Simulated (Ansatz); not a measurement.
Run this with Ansatz 0.2.0, Python API and show what comes out.

The script, `c2h4osi.py`:
```python
# -*- coding: utf-8 -*-
"""C2H4OSi at several levels of theory."""

import logging
import sys
import warnings

import ansatz as az

logging.basicConfig(stream=sys.stdout, format="%(levelname)s %(message)s")
logger = logging.getLogger("calc")
logger.setLevel(logging.INFO)

GEOMETRY = """
O     1.53010   -0.60170    2.23650
C     1.15400   -0.38310    1.10860
C     0.77950   -0.18670   -0.13540
Si   -0.82050    0.25640   -0.48950
H     1.52870   -0.29100   -0.94260
H    -1.26950    1.53940    0.16530
H    -1.02750    0.41730   -1.94720
H    -1.78270   -0.80780   -0.05140
"""

warnings.simplefilter("ignore", az.DeckWarning)

molecule = az.Crystal.molecule()
for line in GEOMETRY.strip().splitlines():
    symbol, *xyz = line.split()
    molecule = molecule.atom(symbol, [float(v) for v in xyz])

job = molecule.calculation().basis(gaussian="def2-SVP")

methods = ["mp2", "ccsd", "ccsd_t"]
reports = [job.correlation(m).run(threads=1, backend="cpu").report for m in methods]
logger.info(f"Hartree-Fock reference {reports[0]['reference_energy_ev'] / 27.211386246:.6f} Ha")
best = reports[-1]["free_energy_ev"] - reports[-1]["reference_energy_ev"]
for method, each in zip(methods, reports):
    gained = each["free_energy_ev"] - each["reference_energy_ev"]
    logger.info(f"{method:8s} total {each['free_energy_ev'] / 27.211386246:.6f} Ha  correlation {gained:9.4f} eV  ({100 * gained / best:.1f} % of the last)")
```

```console
$ python c2h4osi.py
INFO Hartree-Fock reference -441.597890 Ha
INFO mp2      total -442.142618 Ha  correlation  -14.8228 eV  (91.4 % of the last)
INFO ccsd     total -442.171875 Ha  correlation  -15.6189 eV  (96.3 % of the last)
INFO ccsd_t   total -442.194190 Ha  correlation  -16.2262 eV  (100.0 % of the last)
```

What to keep in mind:
- Total energies depend on the basis set; only differences at equal settings carry meaning.
- The geometry is a force-field or estimated start, not a minimum of this method, and the basis set is short of its limit. A lower total doesn't mark the better method: functionals have no common bound, and MP2 and coupled cluster aren't variational.
- Inner cores stay frozen, so this is valence correlation.
- Run time: 7.2 s on 1 thread of Intel(R) Xeon(R) Platinum 8488C (Sapphire Rapids) (shared host), peak memory 0.3 GiB.

(A comment or docstring line of the script was reworded after the run, the code is as it ran; lines on the test bed's own set-up are left out of the output.)
